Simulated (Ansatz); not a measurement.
# Cl2H6Si2Sn: the cost of one run

The runs use Ansatz 0.2.0, Gaussian basis; the settings change from run to run.

## (1) The molecule

An earlier PBE0-D4 in a triple-zeta def2 set relaxation fixed the geometry. Sn takes a core potential in def2 sets; no spin-orbit term is included.

SMILES `[SiH3][Sn]([SiH3])([Cl])[Cl]`, 11 atoms, charge 0, spin multiplicity 1.

Atoms are counted from 1 here; the program's logs count them from 0.

Bond lengths: Si1–Sn2 2.568 Å, Si1–H6 1.484 Å, Si1–H7 1.484 Å, Si1–H8 1.482 Å, Sn2–Si3 2.568 Å, Sn2–Cl4 2.345 Å, Sn2–Cl5 2.345 Å, Si3–H9 1.482 Å, Si3–H10 1.484 Å, Si3–H11 1.484 Å. Angles: Sn2–Si1–H6 108.6°, Sn2–Si1–H7 108.7°, Sn2–Si1–H8 107.7°, H6–Si1–H7 110.1°, H6–Si1–H8 110.8°, H7–Si1–H8 110.8°, Si1–Sn2–Si3 127.5°, Si1–Sn2–Cl4 105.6°, Si1–Sn2–Cl5 105.6°, Si3–Sn2–Cl4 105.6°, Si3–Sn2–Cl5 105.6°, Cl4–Sn2–Cl5 105.0°, Sn2–Si3–H9 107.7°, Sn2–Si3–H10 108.7°, Sn2–Si3–H11 108.6°, H9–Si3–H10 110.8°, H9–Si3–H11 110.8°, H10–Si3–H11 110.1°.

## (2) LC-wPBE/x2c-TZVPPall

This run has charge -1, multiplicity 2, atoms shaken by 0.03 Å, relativity set to none.

Input file in.yaml:

```yaml
crystal:
  periodic: [false, false, false]
  atoms:
    - {symbol: Si, position_ang: [-2.260182, 0.362997, 0.431097]}
    - {symbol: Sn, position_ang: [0.115400, 0.354339, -0.561975]}
    - {symbol: Si, position_ang: [2.157497, -0.956417, 0.341155]}
    - {symbol: Cl, position_ang: [-0.096634, -0.303970, -2.853164]}
    - {symbol: Cl, position_ang: [0.747232, 2.589870, -0.614799]}
    - {symbol: H, position_ang: [-2.207697, 0.963667, 1.856005]}
    - {symbol: H, position_ang: [-2.841943, -0.963620, 0.399125]}
    - {symbol: H, position_ang: [-3.069955, 1.320891, -0.488450]}
    - {symbol: H, position_ang: [3.329606, -0.652539, -0.568589]}
    - {symbol: H, position_ang: [2.440561, -0.462075, 1.731555]}
    - {symbol: H, position_ang: [1.819106, -2.367238, 0.289320]}
basis:
  gaussian: {orbitals: x2c-TZVPPall}
total_charge: -1
magnetization: {spin_polarized: true, initial_magnetization: 1}
hamiltonian: {xc: {name: LC-wPBE}, pseudopotentials: {relativity: none}}
output: {forces: true}
```

Run with:

```sh
$ ansatz run in.yaml --threads 4 --pin off --events-out ev --progress --plain --max-ram 11315MiB
```

What time and memory should one allow on 4 threads of Arm Neoverse V1, shared host?

About 56 s, with a peak of 2.3 GiB.
